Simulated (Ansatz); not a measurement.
# BGeH4Cl (SMILES Cl[BH][GeH3]): CAM-B3LYP/def2-SVP

Aim: the electronic atomisation energy of BGeH4Cl at CAM-B3LYP/def2-SVP, from 5 runs. 

The calculation is run with Ansatz 0.2.0.

59 further runs of the same task are left out: 59 set aside as unsound or not needed. Runs told in other sessions of the task aren't counted.

### Step 1. The structure to begin with

The species is BGeH4Cl (7 atoms), meant as a singlet with charge 0. SMILES: `Cl[BH][GeH3]`. The shape is that of a PBE0-D4/def2-TZVP optimisation.

Bond lengths: Cl1–B2 1.738 Å, B2–Ge3 2.066 Å, B2–H4 1.193 Å, Ge3–H5 1.539 Å, Ge3–H6 1.539 Å, Ge3–H7 1.537 Å. Angles: Cl1–B2–Ge3 119.4°, Cl1–B2–H4 116.1°, Ge3–B2–H4 124.5°, B2–Ge3–H5 109.7°, B2–Ge3–H6 109.9°, B2–Ge3–H7 112.6°, H5–Ge3–H6 107.5°, H5–Ge3–H7 108.4°, H6–Ge3–H7 108.5°.

### Step 2. The energy at CAM-B3LYP/def2-SVP

File molecule.yaml:

```yaml
crystal:
  periodic: [false, false, false]
  atoms:
    - {symbol: Cl, position_ang: [-1.976000, -1.523900, 0.066800]}
    - {symbol: B, position_ang: [-0.280900, -1.157900, 0.180500]}
    - {symbol: Ge, position_ang: [0.359600, 0.783200, -0.117500]}
    - {symbol: H, position_ang: [0.439400, -2.075400, 0.430000]}
    - {symbol: H, position_ang: [-0.028000, 1.247000, -1.533300]}
    - {symbol: H, position_ang: [-0.333800, 1.724000, 0.884000]}
    - {symbol: H, position_ang: [1.881000, 0.935000, 0.043800]}
basis:
  gaussian: {orbitals: def2-SVP}
hamiltonian: {xc: {name: CAM-B3LYP}}
accuracy: high
output: {orbitals: {seedname: orbitals}}
```

The run is started by

```bash
$ ansatz run molecule.yaml --threads 1 --pin off --max-ram 2610MiB --events-out events.jsonl --progress --plain --runs-dir runs
```

Output:

```text
Warning: RAYON_NUM_THREADS=1 ignored (pool sized by the plan → 1); use --threads N
Functional definition: CAM-B3LYP
  name "CAM-B3LYP"
  parameter alpha = 0.19
  parameter beta = 0.46
  parameter omega = 0.33/bohr
  parameter ac = 0.81
  exchange = (1 - alpha - beta)*b88_x + beta*b88_x_sr(omega) + alpha*exact_x + beta*exact_x_lr(omega)
  correlation = (1 - ac)*vwn5_c + ac*lyp_c
1778 factors; integrals over basis functions are off by at most 4.7e-9 eV
390 factors; integrals over basis functions are off by at most 2.0e-9 eV
mean field evaluation 1: about -69773.5872 eV, gradient 1.5e1 eV
mean field evaluation 2: about -69773.8074 eV, gradient 1.2e1 eV
mean field evaluation 4: about -69773.9350 eV, gradient 2.4e-1 eV
mean field evaluation 8: about -69774.0146 eV, gradient 1.1e-2 eV
mean field evaluation 16: about -69774.0146 eV, gradient 4.3e-6 eV
mean field -69774.01456725 eV, -2564.1477408209 hartree, gradient 9.7e-8 eV, S^2 0.000000; 0 other end points of the search recorded, 0 dependent functions left out
reference -69774.01458601 eV, -2564.1477415103 hartree; 29, 29 occupied and 55, 55 virtual orbitals, 1778 factors
Total energy: -69774.01458601 eV, -2564.1477415103 hartree
```

Run time: 7.2 s. Hardware: 1 thread of Arm Neoverse V2, shared host; peak memory 0.31 GiB.

### Step 3. The B atom, same level

File job.yaml:

```yaml
crystal:
  periodic: [false, false, false]
  atoms:
    - symbol: B
      position_ang: [0.000000, 0.000000, 0.000000]
basis:
  gaussian:
    orbitals: def2-SVP
magnetization:
  spin_polarized: true
  initial_magnetization: 1
accuracy: high
hamiltonian:
  xc: {name: CAM-B3LYP}
```

Run the same way, it converges to -24.61137 Eh (log not shown).

### Step 4. The Cl atom at the same level

File in.yaml:

```yaml
crystal:
  periodic: [false, false, false]
  atoms:
    - {symbol: Cl, position_ang: [0.000000, 0.000000, 0.000000]}
basis:
  gaussian:
    orbitals: def2-SVP
total_charge: 0
magnetization:
  spin_polarized: true
  initial_magnetization: 1
hamiltonian:
  xc: {name: CAM-B3LYP}
accuracy: high
```

The run is started by

```bash
$ ansatz run in.yaml --threads 1 --pin off --max-ram 2610MiB --events-out events.jsonl --progress --plain --runs-dir runs
```

Output:

```text
Warning: RAYON_NUM_THREADS=1 ignored (pool sized by the plan → 1); use --threads N
Functional definition: CAM-B3LYP
  name "CAM-B3LYP"
  parameter alpha = 0.19
  parameter beta = 0.46
  parameter omega = 0.33/bohr
  parameter ac = 0.81
  exchange = (1 - alpha - beta)*b88_x + beta*b88_x_sr(omega) + alpha*exact_x + beta*exact_x_lr(omega)
  correlation = (1 - ac)*vwn5_c + ac*lyp_c
134 factors; integrals over basis functions are off by at most 2.6e-9 eV
55 factors; integrals over basis functions are off by at most 2.8e-9 eV
mean field evaluation 1: about -12517.3162 eV, gradient 2.8e0 eV
mean field evaluation 2: about -12517.3616 eV, gradient 6.1e-1 eV
mean field evaluation 4: about -12517.3628 eV, gradient 6.4e-1 eV
mean field evaluation 8: about -12517.3652 eV, gradient 1.7e-3 eV
mean field evaluation 16: about -12517.3652 eV, gradient 5.2e-8 eV
mean field -12517.36519224 eV, -460.0046862400 hartree, gradient 5.2e-8 eV, S^2 0.751801; 0 other end points of the search recorded, 0 dependent functions left out
reference -12517.36519980 eV, -460.0046865179 hartree; 9, 8 occupied and 9, 10 virtual orbitals, 134 factors
Total energy: -12517.36519980 eV, -460.0046865179 hartree
```

It took 0.8 s on 1 thread of Arm Neoverse V2, shared host.

### Step 5. The Ge atom

File run.yaml:

```yaml
crystal:
  periodic: [false, false, false]
  atoms:
    - symbol: Ge
      position_ang: [0.000000, 0.000000, 0.000000]
basis:
  gaussian:
    orbitals: def2-SVP
magnetization:
  spin_polarized: true
  initial_magnetization: 2
hamiltonian:
  xc: {name: CAM-B3LYP}
accuracy: high
```

Run the same way, it converges to -2076.77682 Eh (log not shown).

### Step 6. The H atom

File in.yaml:

```yaml
crystal:
  periodic: [false, false, false]
  atoms:
    - {symbol: H, position_ang: [0.000000, 0.000000, 0.000000]}
basis:
  gaussian:
    orbitals: def2-SVP
hamiltonian:
  xc: {name: CAM-B3LYP}
magnetization:
  spin_polarized: true
  initial_magnetization: 1
accuracy: high
```

Run the same way, it converges to -0.49790 Eh (log not shown).

### Step 7. Summary of results

At CAM-B3LYP/def2-SVP:

| quantity | value |
| --- | --- |
| molecule: total energy | -2564.14774 Eh |
| molecule: HOMO energy | -9.15 eV |
| molecule: LUMO energy | -0.91 eV |
| molecule: HOMO–LUMO gap | 8.24 eV |
| B atom: total energy | -24.61137 Eh |
| B atom: ⟨S²⟩ | 0.752 |
| Cl atom: total energy | -460.00469 Eh |
| Cl atom: ⟨S²⟩ | 0.752 |
| Ge atom: total energy | -2076.77682 Eh |
| Ge atom: ⟨S²⟩ | 2.003 |
| H atom: total energy | -0.49790 Eh |
| H atom: ⟨S²⟩ | 0.750 |
| electronic atomisation energy | 20.770 eV |

What this shows: Taking the molecule apart into free atoms costs 20.77 eV (2004 kJ/mol), before zero-point energy and without spin-orbit coupling.
